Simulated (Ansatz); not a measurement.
Run this with the Ansatz DFT code, driven from Python and show what comes out.

`kconv.py`:
```python
"""k-point test for LaCu2."""

import ansatz as az
from pymatgen.core import Lattice, Structure
from pymatgen.io.ase import AseAtomsAdaptor
from tabulate import tabulate

FILLING = "cold"
XC = "lda"

pmg_structure = Structure(
    Lattice([[4.345, 0.0, 0.0], [-2.1725, 3.76288, 0.0], [0.0, 0.0, 3.819]]),
    ["La", "Cu", "Cu"],
    [
        [0.0, 0.0, 0.0],
        [1 / 3, 2 / 3, 0.5],
        [2 / 3, 1 / 3, 0.5],
    ],
)
cell = az.Crystal.from_ase(AseAtomsAdaptor.get_atoms(pmg_structure))

base = cell.calculation()
base = base.occupations(FILLING).basis(18 * az.Ha)
base = base.functional(XC)
base = base.stress()

rows = []
for value in [1.0, 0.6, 0.4, 0.3]:
    summary = base.kpoints(spacing=value).run(threads=1).report
    rows.append((value, summary["free_energy_ev"] / len(summary["lattice"]["sites"]), summary["n_iterations"], sum(summary["stress_gpa"][i][i] for i in range(3)) / 3, summary["n_kpoints"]))

print(tabulate(rows, headers=["spacing (1/A)", "F/atom (eV)", "iterations", "P (GPa)", "k-points"], floatfmt=".4f", tablefmt="grid"))

# the last row is the reference
for row in rows[:-1]:
    shift = 1000 * (row[1] - rows[-1][1])
    print(f"{row[0]}: {shift:+.2f} meV/atom" + ("  (within 2 meV)" if abs(shift) < 2 else ""))
```

Output of `python kconv.py`:
```text
+-----------------+---------------+--------------+-----------+------------+
|   spacing (1/A) |   F/atom (eV) |   iterations |   P (GPa) |   k-points |
+=================+===============+==============+===========+============+
|          1.0000 |    -6396.1027 |            9 |   -7.1905 |          4 |
+-----------------+---------------+--------------+-----------+------------+
|          0.6000 |    -6395.9288 |            8 |   -7.3080 |          6 |
+-----------------+---------------+--------------+-----------+------------+
|          0.4000 |    -6395.9888 |            7 |   -6.5465 |         15 |
+-----------------+---------------+--------------+-----------+------------+
|          0.3000 |    -6395.9845 |            7 |   -6.3022 |         28 |
+-----------------+---------------+--------------+-----------+------------+
1.0: -118.20 meV/atom
0.6: +55.66 meV/atom
0.4: -4.34 meV/atom
```

What to keep in mind:
- No spin polarisation was allowed.
- Pressure is positive in compression.
- At these settings the cell as given stands under about -6 GPa, so it isn't at this functional's equilibrium volume.
- The structure is a deposited one; some such entries were measured under pressure or heat, so a shift against it needn't be the functional's error alone.
- Shifts are counted from the finest mesh, which is itself no proven limit.
- Run time: 9.4 s on 1 thread of Arm Neoverse V1 (shared host), peak memory 0.5 GiB.
